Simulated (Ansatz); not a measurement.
# Fe (bcc type): the cost of one run

Computed with Ansatz 0.2.0 (DFT, LDA, all-electron LAPW, scalar-relativistic, unless a step's input says otherwise).

**1. The structure to begin with**

The structure is cubic, space group Im-3m (No. 229). The conventional cell has a = 2.663 Å, b = 2.663 Å, c = 2.663 Å, α = 90.00°, β = 90.00°, γ = 90.00°. Fe (site symmetry m-3m) has 8 Fe at 2.31 Å in its first shell of neighbours.

As a file:

```
CELL_PARAMETERS angstrom
-1.33158 1.33158 1.33158
1.33158 -1.33158 1.33158
1.33158 1.33158 -1.33158
ATOMIC_POSITIONS crystal
Fe 0.00000 0.00000 0.00000
```

**2. Bcc relaxed under pressure, LAPW**

The input, input.yaml:

```yaml
crystal:
  lattice:
    - [-1.331578044, 1.331578044, 1.331578044]
    - [1.331578044, -1.331578044, 1.331578044]
    - [1.331578044, 1.331578044, -1.331578044]
  atoms:
    - { symbol: Fe, position: [0.0, 0.0, 0.0], spin: 2.5 }
magnetization:
  spin_polarized: true
kpoints:
  mp_grid: { grid: [20, 20, 20] }
scf:
  occupations: { method: fermi_dirac, width: 0.05 }
hamiltonian:
  xc: lda
  pseudopotentials: { kind: all_electron, lapw: { basis_error: 0.0005 } }
output:
  forces: true
  stress: true
  eigenvalues: true
relax:
  f_tol: 0.005
  max_steps: 12
  cell: { p_target: 31.0, stress_tol: 0.03 }
```

Started as:

```console
ansatz run input.yaml --threads 2 --pin off --max-ram 7168MiB --backend cpu --events-out ev --progress --plain --runs-dir out
```

**Question.** How long does this run take on 2 threads of Arm Neoverse V2, shared host, and how much memory does it need?

About 47 s, with a peak of 0.6 GiB.
